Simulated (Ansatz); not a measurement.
This script makes a ranking of polymorphs by energy of 2 structures of RbBH4 with the Ansatz DFT code, driven from Python.

The script reads `rbbh4_f_43m.xyz`:
```text
6
Lattice="0.0 3.45324022 3.45324022 3.45324022 0.0 3.45324022 3.45324022 3.45324022 0.0" Properties=species:S:1:pos:R:3 pbc="T T T"
Rb    0.00000000    0.00000000    0.00000000
B     3.45324022    3.45324022    3.45324022
H     4.16056880    4.16056880    4.16056880
H     4.16056880    2.74591164    2.74591164
H     2.74591164    2.74591164    4.16056880
H     2.74591164    4.16056880    2.74591164
```

The script reads `rbbh4_c222.extxyz`:
```text
6
Lattice="2.56715 -2.68395 0.0 2.56715 2.68395 0.0 0.0 0.0 3.9098" Properties=species:S:1:pos:R:3 pbc="T T T"
Rb    0.00000000    0.00000000    0.00000000
B     2.56715000    0.00000000    1.95490000
H     3.18840030   -0.64414800    2.63129540
H     1.94589970    0.64414800    2.63129540
H     1.94589970   -0.64414800    1.27850460
H     3.18840030    0.64414800    1.27850460
```

The script, `polymorphs.py`:
```python
"""Polymorphs of RbBH4, after relaxing cells and atoms."""

import warnings

import ansatz as az
import numpy as np
import spglib
from tabulate import tabulate

XC = "pbesol"
K_SPACING = 0.44
FILLING = "fixed"


def compute(name, crystal):
    calc = (
        crystal.calculation()
        .functional(XC)
        .basis(35 * az.Ry)
        .kpoints(spacing=K_SPACING)
        .occupations(FILLING)
        .stress()
        .band_table()
    )
    calc = calc.relax(force_tolerance=0.01, max_steps=40, cell=True)
    return calc.run(threads=1, backend="cpu")


def space_group(outcome):
    sites = outcome.report["lattice"]["sites"]
    kinds = sorted({site["symbol"] for site in sites})
    cell = (outcome.lattice.cell_ang, [site["position_frac"] for site in sites], [kinds.index(site["symbol"]) for site in sites])
    return spglib.get_spacegroup(cell, symprec=0.01)


def pressure_gpa(outcome):
    return float(np.trace(outcome.report["stress_gpa"]) / 3)

warnings.simplefilter("ignore")

phases = {}
f_43m = az.Crystal.from_extxyz("rbbh4_f_43m.xyz")
phases["F-43m"] = f_43m
c222 = az.Crystal.from_extxyz("rbbh4_c222.extxyz")
phases["C222"] = c222

done = {}
for name, crystal in phases.items():
    try:
        done[name] = compute(name, crystal)
    except az.NonConvergedError as error:
        print(name, "did not converge:", str(error)[:120])

energy = {name: o.report["free_energy_ev"] / len(o.lattice.sites) for name, o in done.items()}
lowest = min(energy.values())
rows = [(name, len(o.lattice.sites), 1000 * (energy[name] - lowest), space_group(o), pressure_gpa(o)) for name, o in done.items()]
rows.sort(key=lambda row: row[2])
print(tabulate(rows, headers=["phase", "atoms", "dE (meV/atom)", "space group", "P (GPa)"], floatfmt=".4f", tablefmt="simple"))
```

Which of these structures comes out lowest, and how far apart are they?

By space group at the end of each run: F-43m (+0 meV an atom, 13.4 Å³) and P-4m2 (+49 meV an atom, 12.9 Å³).

The output:

```console
$ python polymorphs.py
phase      atoms    dE (meV/atom)  space group      P (GPa)
-------  -------  ---------------  -------------  ---------
F-43m          6           0.0000  F-43m (216)       0.0153
C222           6          49.2800  C222 (21)         0.0026
```

Reading the output:
- Pressure is positive in compression.
- The cells come from databases of deposited and of computed structures, and not all need be stable phases.
- The ranking holds among these structures alone, at zero temperature; the ground state may be another structure. Differences under 10 to 15 meV an atom lie within the error of mesh and functional.
- Timing: 28 s on 1 thread of Arm Neoverse V2, with other jobs on the host, peak memory 0.43 GiB.
